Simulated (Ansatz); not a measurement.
# Ni: the cost of one run

Program: Ansatz 0.2.0. Level of theory: DFT r2SCAN, scalar-relativistic, plane waves, PAW. These are calculated values, not measurements.

### 1 The system as given

The structure is cubic, space group Fd-3m (No. 227). Conventional cell: a = 4.592 Å, b = 4.592 Å, c = 4.592 Å, α = 90.00°, β = 90.00°, γ = 90.00°. Ni (site symmetry -43m) is surrounded by 4 Ni at 1.99 Å.

Coordinates:

```cif
data_structure
_symmetry_space_group_name_H-M 'P 1'
_symmetry_Int_Tables_number 1
_cell_length_a 3.2473
_cell_length_b 3.2473
_cell_length_c 3.2473
_cell_angle_alpha 60.000
_cell_angle_beta 60.000
_cell_angle_gamma 60.000
_cell_volume 24.21
loop_
_atom_site_label
_atom_site_type_symbol
_atom_site_fract_x
_atom_site_fract_y
_atom_site_fract_z
_atom_site_occupancy
Ni1 Ni 0.50000 0.50000 0.50000 1
Ni2 Ni 0.75000 0.75000 0.75000 1
```

(A quick probe on a coarse mesh, which set the mesh and smearing, is not shown.)

### 3 Coarse relaxation

input.yaml

```yaml
crystal:
  lattice:
    - [0.0, 2.2962173274, 2.2962173274]
    - [2.2962173274, 0.0, 2.2962173274]
    - [2.2962173274, 2.2962173274, 0.0]
  atoms:
    - { symbol: Ni, position: [0.5, 0.5, 0.5], spin: 0.95 }
    - { symbol: Ni, position: [0.75, 0.75, 0.75], spin: 0.95 }
basis:
  ecutwfc: 500
kpoints:
  mp_grid: { grid: [6, 6, 6] }
hamiltonian:
  xc: r2scan
scf:
  occupations: { method: gaussian, width: 0.1 }
  lower_state_search: "off"
output:
  forces: true
  stress: true
  eigenvalues: true
  populations: true
magnetization:
  spin_polarized: true
relax:
  adjacent_minimum: "off"
  f_tol: 0.04
  max_steps: 70
  cell: { stress_tol: 0.4 }
```

What time and memory should one allow on 1 thread of an x86-64 CPU, shared host?

About 27 s, with a peak of 0.45 GiB.
